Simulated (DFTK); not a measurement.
ScF3, 4 atoms in the cell. The structure is cubic, space group Pm-3m (No. 221). Conventional cell: a = 4.012 Å, b = 4.012 Å, c = 4.012 Å, α = 90.00°, β = 90.00°, γ = 90.00°. Sc (site symmetry m-3m) has 6 F at 2.01 Å as nearest neighbours. Around F (site symmetry 4/mmm) lie 2 Sc at 2.01 Å. 

```yaml
Program: DFTK 0.8.2
Task: band structure
Functional: PBEsol
Potentials_or_basis: PseudoDojo 0.4 stringent (PBEsol)
Cutoff: 1143 eV
k_mesh: 6 × 6 × 6
Occupations: fermi-dirac, width 0.05 eV
Spin: no spin polarisation
Valence_electrons: F 7, Sc 11
SCF_tolerance_on_the_density: 1e-06
```

Potentials or basis: PseudoDojo 0.4 stringent (PBEsol).

Run with:

```sh
$ julia --threads=1 run.jl  # save.jl only writes the numbers to a file and isn't shown; printed stress counts tension as positive; times include loading and compiling
```

Hardware: 1 thread of Intel(R) Xeon(R) 6975P-C (Granite Rapids), on a shared host.

**Question.** How long does it take, and how much memory?

**Answer.** Run time: 2.8 min on 1 thread of Intel(R) Xeon(R) 6975P-C (Granite Rapids), with other jobs on the host, peak memory 2.2 GiB. Counts: scf iterations 15, k points 20, plane waves 5702, bands 21.
